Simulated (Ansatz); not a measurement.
# Ni in Ansatz: a series of runs

The runs below take Ni through single point, with PBE, LDA, PBEsol.

Program: Ansatz 0.2.0. These are calculated values, not measurements. Logs are shortened: lines on timing, memory, paths and dates and some standing lists are left out, and cuts for length are marked.

## 1. The slab as given

The cell holds a slab with vacuum, 6 atoms: a = 2.500 Å, b = 2.500 Å, c = 25.207 Å, α = 90.00°, β = 90.00°, γ = 120.00°.

The slab is cut from a database's or a generator's crystal, which needn't be the stable form of the element.

## 2. Single point, PBE, collinear spin, ferromagnetic start

Input file input.yaml:

```yaml
crystal:
  lattice:
    - [2.5002588676, 0.0, 0.0]
    - [-1.2501294338, 2.1652876954, 0.0]
    - [0.0, 0.0, 25.2072640841]
  atoms:
    - { symbol: Ni, position: [0.6666666667, 0.3333333333, 0.2975332815], spin: 1.0 }
    - { symbol: Ni, position: [0.3333333333, 0.6666666667, 0.3785199689], spin: 1.0 }
    - { symbol: Ni, position: [0.0, 0.0, 0.4595066563], spin: 1.0 }
    - { symbol: Ni, position: [0.6666666667, 0.3333333333, 0.5404933437], spin: 1.0 }
    - { symbol: Ni, position: [0.3333333333, 0.6666666667, 0.6214800311], spin: 1.0 }
    - { symbol: Ni, position: [0.0, 0.0, 0.7024667185], spin: 1.0 }
kpoints:
  mp_grid: { grid: [12, 12, 1] }
scf:
  occupations: { method: fermi_dirac, width: 0.05 }
hamiltonian:
  xc: pbe
  pseudopotentials: { kind: all_electron, lapw: { basis_error: 0.002 } }
magnetization:
  spin_polarized: true
output:
  forces: true
  stress: true
  eigenvalues: true
```

Potentials or basis: all-electron LAPW, scalar-relativistic.

Started as:

```console
ansatz run input.yaml --threads 8 --pin off --max-ram 30720MiB --backend cpu --events-out ev --progress --plain --runs-dir out
```

What it wrote:

```text
Warning: RAYON_NUM_THREADS=8 ignored (pool sized by the plan → 8); use --threads N
LAPW: plane waves up to 8.631 Å⁻¹, error target 2.0e-3 eV per atom; small_component_spin mean_spin; Ni in spheres of 1.250 Å, 18 of its electrons in bands, Dirac shells [] (how accurate: hamiltonian.pseudopotentials.lapw.basis_error, Limitations)
Engine: ansatz 0.2.0, x86_64-unknown-linux-gnu
Pseudopotentials: kind: all_electron
Pseudopotential: Ni, LAPW, valence charge 18, lapw/all_electron/scalar/gaussian/Ni, Koelling and Harmon's equation, gaussian nucleus
Functional definition: PBE
  parameter kappa = 0.804
  parameter beta = 0.06672455060314922
  exchange = pbe_x(kappa = kappa, mu = beta*pi^2/3)
  correlation = pbe_c(beta = beta)
Crystal: 6 atoms, lattice volume = 136.467 Å³
Basis set: ecut = 283.8445097092018 eV, 1479 PW (Γ), exchange–correlation at level 2
Bands: 69, of which v1, the nominal top of the filled ones, is band 54 counted from 1 (53 counted from 0)
Symmetry: 12 space group operations
Space group: P-3m1 (ITA 164), of the structure as read, at distance tolerance 5.1e-5 Å
Magnetic group: BNS 164.85 (UNI 1315), of the structure as read, at distance tolerance 5.1e-5 Å
k-points: 19 of 144
Non-local potential: Ni, projectors of the file, none
Initial density: superposition of atomic densities (neutral atoms: chi_scale 0, normalization atom)
Starting moments: Σ|m| = 6 μB on 6 of 6 sites
Initial wavefunctions: plane waves of lowest kinetic energy (no species holds an atomic orbital)
Functional: x = pbe(κ = 0.804, μ = 0.2195149727645171), c = pbe(β = 0.06672455060314922)
iter 1 solved again at ethr=1.07e-2 eV; its pass at ethr=1.00e-1 eV (dr2=1.16e1 eV) is discarded
SCF iter   1: F=—  HF=-248296.607360 eV  |F-HF|=—  |Δ(HF+E_count)|=         —  Δρ=1.78e-2 (↑1.13e-2 ↓1.78e-2)  dr2=1.16e1  dr2_m=1.77e-1  M=4.037 μB ∫|m|=4.337 μB  β_m=0.30  ethr=1.07e-2  ⟨swp⟩=2.0  Hψ=17525  notcnv=0
Mixer restart at iter 1: flushing history
preconditioner: auto → LDOS  [metal: Δε(μ)=0.005 eV  Ē_g=8.792 eV  σ=0.050 eV  W_gap=0.03  n_scr=20 (ndim 8)  ℏωp=24.6 eV  f_vac=0.472  D(μ)=13.61/eV (n_scr^D=184)]
spin=Collinear: LDOS preconditioning applied to the charge; magnetization (m = ρ↑ − ρ↓) channel mixes plain (no charge-response kernel on spin).
SCF iter   2: F=—  HF=-248296.020190 eV  |F-HF|=—  |Δ(HF+E_count)|=   5.87e-1  Δρ=1.12e-2 (↑7.21e-3 ↓1.12e-2)  dr2=4.13e0  dr2_m=7.44e-2  M=4.041 μB ∫|m|=4.419 μB  β_m=0.49  ethr=1.07e-2  ⟨swp⟩=2.1  Hψ=7834  notcnv=0
iter 3 solved again at ethr=3.19e-4 eV; its pass at ethr=3.83e-3 eV (dr2=3.44e-1 eV) is discarded
SCF iter   3: F=—  HF=-248295.826567 eV  |F-HF|=—  |Δ(HF+E_count)|=   1.94e-1  Δρ=3.00e-3 (↑3.00e-3 ↓2.81e-3)  dr2=3.44e-1  dr2_m=5.38e-3  M=4.015 μB ∫|m|=4.551 μB  β_m=0.56  ethr=3.19e-4  ⟨swp⟩=2.0  Hψ=13526  notcnv=0
SCF iter   4: F=—  HF=-248295.851897 eV  |F-HF|=—  |Δ(HF+E_count)|=         —  Δρ=1.62e-3 (↑1.62e-3 ↓1.57e-3)  dr2=1.20e-2  dr2_m=2.34e-3  M=3.986 μB ∫|m|=4.589 μB  β_m=0.64  ethr=3.19e-4  ⟨swp⟩=2.4  Hψ=7845  notcnv=0
the basis was enlarged: its passes take 2.2 MiB over the memory plan, 8 of 8 planned eigensolver slots
SCF iter   5: F=—  HF=-248295.859239 eV  |F-HF|=—  |Δ(HF+E_count)|=   7.34e-3  Δρ=9.56e-4 (↑7.30e-4 ↓9.56e-4)  dr2=1.22e-1  dr2_m=5.91e-5  M=3.982 μB ∫|m|=4.618 μB  β_m=0.64  ethr=1.11e-5  ⟨swp⟩=3.0  Hψ=8566  notcnv=0
SCF iter   6: F=—  HF=-248295.855179 eV  |F-HF|=—  |Δ(HF+E_count)|=   4.06e-3  Δρ=6.79e-4 (↑5.40e-4 ↓6.79e-4)  dr2=4.40e-2  dr2_m=3.75e-5  M=3.975 μB ∫|m|=4.628 μB  β_m=0.62  ethr=1.11e-5  ⟨swp⟩=2.8  Hψ=7441  notcnv=0
SCF iter   7: F=—  HF=-248295.855396 eV  |F-HF|=—  |Δ(HF+E_count)|=   2.16e-4  Δρ=5.95e-4 (↑4.27e-4 ↓5.95e-4)  dr2=2.49e-2  dr2_m=4.01e-5  M=3.980 μB ∫|m|=4.641 μB  β_m=0.53  ethr=1.11e-5  ⟨swp⟩=2.0  Hψ=7356  notcnv=0
SCF iter   8: F=—  HF=-248295.854864 eV  |F-HF|=—  |Δ(HF+E_count)|=   5.31e-4  Δρ=3.94e-4 (↑2.89e-4 ↓3.94e-4)  dr2=6.67e-3  dr2_m=7.55e-6  M=3.983 μB ∫|m|=4.648 μB  β_m=0.57  ethr=1.11e-5  ⟨swp⟩=2.0  Hψ=7355  notcnv=0
SCF iter   9: F=—  HF=-248295.855153 eV  |F-HF|=—  |Δ(HF+E_count)|=   2.89e-4  Δρ=2.89e-4 (↑2.20e-4 ↓2.89e-4)  dr2=5.14e-3  dr2_m=6.13e-6  M=3.983 μB ∫|m|=4.642 μB  β_m=0.64  ethr=6.17e-6  ⟨swp⟩=2.0  Hψ=7351  notcnv=0
SCF iter  10: F=—  HF=-248295.855328 eV  |F-HF|=—  |Δ(HF+E_count)|=   1.74e-4  Δρ=8.08e-5 (↑8.08e-5 ↓4.71e-5)  dr2=1.13e-4  dr2_m=2.24e-6  M=3.983 μB ∫|m|=4.641 μB  β_m=0.61  ethr=4.75e-6  ⟨swp⟩=2.0  Hψ=7368  notcnv=0
SCF iter  11: F=—  HF=-248295.855316 eV  |F-HF|=—  |Δ(HF+E_count)|=   1.12e-5  Δρ=4.10e-5 (↑3.96e-5 ↓4.10e-5)  dr2=6.18e-5  dr2_m=3.74e-7  M=3.982 μB ∫|m|=4.640 μB  β_m=0.53  ethr=1.05e-7  ⟨swp⟩=3.0  Hψ=7844  notcnv=0
SCF iter  12: F=—  HF=-248295.855305 eV  |F-HF|=—  |Δ(HF+E_count)|=   1.10e-5  Δρ=2.55e-5 (↑2.55e-5 ↓2.32e-5)  dr2=3.50e-5  dr2_m=1.29e-7  M=3.982 μB ∫|m|=4.639 μB  β_m=0.65  ethr=5.72e-8  ⟨swp⟩=2.0  Hψ=7350  notcnv=0
SCF iter  13: F=—  HF=-248295.855309 eV  |F-HF|=—  |Δ(HF+E_count)|=   3.24e-6  Δρ=1.96e-5 (↑1.96e-5 ↓1.67e-5)  dr2=1.39e-5  dr2_m=1.95e-8  M=3.982 μB ∫|m|=4.639 μB  β_m=0.74  ethr=3.24e-8  ⟨swp⟩=2.0  Hψ=7362  notcnv=0
SCF iter  14: F=—  HF=-248295.855311 eV  |F-HF|=—  |Δ(HF+E_count)|=   1.99e-6  Δρ=1.81e-5 (↑1.55e-5 ↓1.81e-5)  dr2=1.53e-5  dr2_m=3.36e-8  M=3.982 μB ∫|m|=4.639 μB  β_m=0.60  ethr=1.28e-8  ⟨swp⟩=2.2  Hψ=7362  notcnv=0
SCF iter  15: F=—  HF=-248295.855310 eV  |F-HF|=—  |Δ(HF+E_count)|=   7.21e-7  Δρ=1.48e-5 (↑1.00e-5 ↓1.48e-5)  dr2=9.69e-6  dr2_m=3.47e-8  M=3.982 μB ∫|m|=4.639 μB  β_m=0.65  ethr=1.28e-8  ⟨swp⟩=2.0  Hψ=7351  notcnv=0
SCF iter  16: F=—  HF=-248295.855310 eV  |F-HF|=—  |Δ(HF+E_count)|=   4.78e-7  Δρ=1.12e-5 (↑9.14e-6 ↓1.12e-5)  dr2=8.02e-6  dr2_m=3.97e-9  M=3.982 μB ∫|m|=4.639 μB  β_m=0.56  ethr=8.97e-9  ⟨swp⟩=2.0  Hψ=7352  notcnv=0
SCF iter  17: F=—  HF=-248295.855310 eV  |F-HF|=—  |Δ(HF+E_count)|=   1.44e-7  Δρ=5.80e-6 (↑5.80e-6 ↓5.22e-6)  dr2=1.57e-6  dr2_m=6.80e-10  M=3.982 μB ∫|m|=4.639 μB  β_m=0.55  ethr=7.42e-9  ⟨swp⟩=2.0  Hψ=7350  notcnv=0
SCF iter  18: F=—  HF=-248295.855310 eV  |F-HF|=—  |Δ(HF+E_count)|=   1.12e-7  Δρ=4.36e-6 (↑3.52e-6 ↓4.36e-6)  dr2=1.15e-6  dr2_m=1.18e-9  M=3.982 μB ∫|m|=4.639 μB  β_m=0.53  ethr=1.46e-9  ⟨swp⟩=2.0  Hψ=7350  notcnv=0
SCF iter  19: F=—  HF=-248295.855310 eV  |F-HF|=—  |Δ(HF+E_count)|=   3.21e-8  Δρ=1.29e-6 (↑1.29e-6 ↓1.05e-6)  dr2=1.90e-8  dr2_m=8.45e-10  M=3.982 μB ∫|m|=4.639 μB  β_m=0.57  ethr=1.07e-9  ⟨swp⟩=2.0  Hψ=7351  notcnv=0
SCF iter  20: F=—  HF=-248295.855310 eV  |F-HF|=—  |Δ(HF+E_count)|=   2.85e-8  Δρ=1.89e-6 (↑1.08e-6 ↓1.89e-6)  dr2=1.77e-7  dr2_m=4.93e-10  M=3.982 μB ∫|m|=4.639 μB  β_m=0.78  ethr=1.76e-11  ⟨swp⟩=3.0  Hψ=7519  notcnv=0
SCF iter  21: F=—  HF=-248295.855310 eV  |F-HF|=—  |Δ(HF+E_count)|=   2.81e-8  Δρ=1.44e-6 (↑6.78e-7 ↓1.44e-6)  dr2=1.11e-7  dr2_m=2.80e-10  M=3.982 μB ∫|m|=4.639 μB  β_m=0.61  ethr=1.76e-11  ⟨swp⟩=2.1  Hψ=7355  notcnv=0
SCF iter  22: F=-248295.855310 eV  HF=-248295.855310 eV  |F-HF|=2.17e-8  |Δ(HF+E_count)|=   4.80e-9  Δρ=6.34e-7 (↑1.56e-7 ↓6.34e-7)  dr2=2.01e-8  dr2_m=8.73e-11  M=3.982 μB ∫|m|=4.639 μB  ethr=1.76e-11  ⟨swp⟩=2.4  Hψ=7382  notcnv=0
SCF 1 converged in 22 iterations: F = -248295.855310 eV  dr2 = 2.01e-8
SCF converged after 22 iterations
Magnetization: 3.9818 μB (55.9909 up, 52.0091 down)
Absolute magnetization: 4.6389 μB (∫|ρ↑−ρ↓|)
Spin contamination: 0.0613 ħ² per cell (⟨S²⟩ above its minimum at these occupations)
Per-site moments (μB) at R_I (Å): [(0.690476843165639, 1.2501294150751072), (0.7148121496783197, 1.2501294150751072), (0.6769013797602401, 1.2501294150751072), (0.6769013797602401, 1.2501294150751072), (0.7148121496783197, 1.2501294150751072), (0.690476843165639, 1.2501294150751072)]
Free energy (F): -248295.855310 eV
Harris-Foulkes:  -248295.855310 eV  (|F-HF|=2.17e-8)
Internal energy: -248295.761488 eV  (E = F + TS)
E sigma→0 (E₀):  -248295.808399 eV
Entropy (-TS):   -0.093822 eV (-15.637 meV/atom)
Fermi energy:    6.198549 eV
--- Per-component energies (eV) ---
  E_band       = -2986.994772
  E_kinetic    = 252265.058862
  E_xc         = -10382.187946
  E_electrostatic = -490178.632405  (all electrons and nuclei)
  E_smearing   = -0.093822  (= −TS)
  E_closure    = 0.000000  (closes the sum)
  E_atoms      = -248254.535421  (free atoms, spherical and without spin; not in F)
  Σ components = -248295.855310   (vs F -248295.855310, Δ=0.00e0)
  Basis errors (estimates in eV, not in F): energy 5.5e-4 per atom: plane waves 4.9e-4 (2.7e-4 summed), levels above the bands 6.1e-98, relativity 2.4e-8, radial functions 5.9e-5, core shells 1.5e-9; eigenvalues (radial functions only) 1.1e-6; not estimated: angular momenta, meshes, grids; target (lapw.basis_error) 2.0e-3; muffin-tin radii Ni 1.250 Å
--- Forces (eV/Å), atoms counted from 1 ---
  atom   1  Ni     0.00000000    -0.00000000     0.24939709
  atom   2  Ni    -0.00000000    -0.00000000    -0.11677381
  atom   3  Ni    -0.00000000    -0.00000000    -0.03519287
  atom   4  Ni     0.00000000     0.00000000     0.03519287
  atom   5  Ni     0.00000000     0.00000000     0.11677381
  atom   6  Ni    -0.00000000     0.00000000    -0.24939709
  max |Σ_I F_I| component: 2.78e-17 eV/Å
--- Stress (GPa, compression-positive) ---
       -3.147941      -0.000000       0.000000
        0.000000      -3.147941       0.000000
        0.000000      -0.000000      -2.058351
  P = ⅓ Tr σ = -2.7847 GPa (-27.847 kbar)
--- Band table (eV; the first three rows and the last of 38) ---
  k-point 0 ↑: bands = ["-97.5058", "-97.5046", "-97.4820", "-97.4675", "-97.1999", "-97.1999", "-57.9608", "-57.9155", "-57.8522", "-57.7985", "-57.7985", "-57.7979", "-57.7979", "-57.7948", "-57.7667", "-57.7667", "-57.7524", "-57.7524", "-57.5590", "-57.5590", "-57.5590", "-57.5590", "-57.4566", "-57.4566", "-2.5952", "-1.9124", "-0.8809", "0.2777", "1.1129", "1.3461", "3.5392", "3.5499", "3.7431", "3.7798", "3.7798", "3.7973", "3.7973", "3.8418", "3.8895", "3.8895", "3.8961", "3.8961", "4.1094", "4.1094", "4.1230", "4.1230", "4.4222", "4.8928", "4.8928", "4.9024", "4.9024", "5.0293", "5.0293", "5.2731", "5.2731", "5.4825", "5.4825", "5.5505", "5.5505", "5.8492", "6.3077", "10.9000", "11.0151", "12.2252", "12.6966", "14.2523", "14.7806", "17.1119", "17.4254"]
  k-point 1 ↑: bands = ["-97.5042", "-97.5032", "-97.4805", "-97.4665", "-97.1985", "-97.1985", "-57.9572", "-57.9138", "-57.8535", "-57.8114", "-57.8075", "-57.8013", "-57.8006", "-57.7945", "-57.7754", "-57.7695", "-57.7620", "-57.7545", "-57.5693", "-57.5693", "-57.5616", "-57.5616", "-57.4555", "-57.4555", "-2.3590", "-1.6825", "-0.6615", "0.4831", "1.2984", "1.5073", "3.4090", "3.4446", "3.6347", "3.7057", "3.7406", "3.8319", "3.8415", "3.8866", "3.8940", "3.9180", "3.9737", "3.9864", "4.0305", "4.1053", "4.1788", "4.1947", "4.2120", "4.7695", "4.7788", "4.9083", "4.9272", "5.0182", "5.0348", "5.0495", "5.1900", "5.2769", "5.4833", "5.5551", "5.6591", "6.5391", "7.1013", "11.1223", "11.2069", "12.4388", "12.8397", "14.4613", "14.9627", "17.3162", "17.6235"]
  k-point 2 ↑: bands = ["-97.4999", "-97.4991", "-97.4765", "-97.4636", "-97.1947", "-97.1947", "-57.9471", "-57.9100", "-57.8608", "-57.8411", "-57.8315", "-57.8090", "-57.8081", "-57.8073", "-57.7906", "-57.7867", "-57.7769", "-57.7603", "-57.5974", "-57.5974", "-57.5686", "-57.5686", "-57.4525", "-57.4525", "-1.6726", "-1.0209", "-0.0441", "1.0380", "1.7836", "1.9289", "3.0878", "3.2670", "3.3445", "3.4538", "3.5276", "3.7043", "3.8407", "3.8607", "3.9319", "3.9759", "4.0259", "4.1445", "4.1482", "4.1829", "4.2568", "4.4041", "4.4578", "4.5204", "4.5965", "4.6992", "4.7558", "4.9073", "5.0072", "5.0785", "5.2821", "5.4841", "5.4883", "5.5672", "6.3141", "7.5393", "8.4121", "11.7643", "11.7890", "13.0788", "13.3034", "15.0957", "15.5142", "17.9287", "18.2127"]
  k-point 18 ↓: bands = ["-96.5775", "-96.5775", "-96.5591", "-96.5591", "-96.2986", "-96.2986", "-57.0526", "-57.0526", "-57.0504", "-57.0259", "-57.0213", "-57.0213", "-57.0009", "-57.0009", "-56.9670", "-56.9604", "-56.9604", "-56.9604", "-56.7998", "-56.7998", "-56.7961", "-56.7960", "-56.6128", "-56.6128", "3.1248", "3.1265", "3.1265", "3.1612", "3.1612", "3.1790", "3.2397", "3.2397", "3.2510", "3.6437", "3.6437", "4.1175", "4.1175", "4.1512", "4.2462", "4.6487", "4.6487", "4.6678", "4.6717", "5.3369", "5.3369", "5.3534", "5.5383", "5.5383", "6.1704", "6.1704", "6.2057", "6.2936", "6.2936", "6.3057", "11.1161", "11.1383", "11.1383", "11.4378", "11.4378", "12.0997", "12.1721", "13.1621", "13.1621", "13.2980", "14.0502", "14.0502", "15.5839", "15.5839", "16.8934"]
```

Wall time 1.8 min (8 threads of Intel Xeon at 2.50GHz (Skylake/Cascade Lake), shared host); peak memory 1.2 GiB.

What came out:

* Free energy: -248295.8553 eV
* Largest force: 0.249 eV/Å
* Band gap on the k mesh: none (metal or under the smearing width)
* Net moment: 3.98 μB per cell
* Absolute moment: 4.64 μB per cell
* Site moments: Ni +0.69, +0.71, +0.68 μB
* Work function: 5.03 eV

Forces in eV/Å, atoms in the order of the input:
```
Ni   0.000  0.000  0.249
Ni   0.000  0.000 -0.117
Ni   0.000  0.000 -0.035
Ni   0.000  0.000  0.035
Ni   0.000  0.000  0.117
Ni   0.000  0.000 -0.249
```

Stress tensor (GPa, compression positive):
```
-3.15  0.00  0.00
 0.00 -3.15  0.00
 0.00  0.00 -2.06
```

## 3. Single point, LDA, collinear spin, ferromagnetic start

Changes to input.yaml since step 2:

```diff
@@ -17,3 +17,3 @@
 hamiltonian:
-  xc: pbe
+  xc: lda
   pseudopotentials: { kind: all_electron, lapw: { basis_error: 0.002 } }
```

Potentials or basis: all-electron LAPW, scalar-relativistic.

Started as:

```console
ansatz run input.yaml --threads 8 --pin off --max-ram 30720MiB --backend cpu --events-out ev --progress --plain --runs-dir out
```

It took 1.7 min on 8 threads of Intel Xeon at 2.50GHz (Skylake/Cascade Lake), shared host; peak memory 1.2 GiB.

The run converged. Its results:

```
Free energy            : -247897.6087 eV
Largest force          : 0.805 eV/Å
Band gap on the k mesh : none (metal or under the smearing width)
Net moment             : 3.81 μB per cell
Absolute moment        : 4.28 μB per cell
Site moments           : Ni +0.65, +0.68, +0.64 μB
Work function          : 5.43 eV
```

Forces on the atoms (eV/Å):
```
Ni   0.000  0.000  0.805
Ni   0.000  0.000 -0.110
Ni   0.000  0.000 -0.027
Ni   0.000  0.000  0.027
Ni   0.000  0.000  0.110
Ni   0.000  0.000 -0.805
```

Stress tensor (GPa, compression positive):
```
-11.32   0.00   0.00
  0.00 -11.32   0.00
  0.00   0.00  -8.79
```

Levels at points of the mesh, in eV from the Fermi level:
Spin up:
```
            k point  band 53  band 54  band 55  band 56  band 57  band 58  band 59  band 60
 (0.00, 0.00, 0.00)    -1.11    -0.86    -0.86    -0.64    -0.64    -0.57    -0.57    -0.29
(0.00, -0.50, 0.00)    -0.33    -0.33     0.32     1.25     1.96     2.32     2.47     2.51
```
Spin down:
```tsv
k point	band 47	band 48	band 49	band 50	band 51	band 52	band 53	band 54	band 55	band 56
(0.00, 0.00, 0.00)	-1.35	-0.64	-0.64	-0.60	-0.60	-0.44	-0.44	-0.20	-0.20	-0.17
(0.00, -0.50, 0.00)	0.09	0.10	0.16	0.19	0.24	0.30	0.40	0.41	0.57	1.54
```

[end of part 1 of 2]
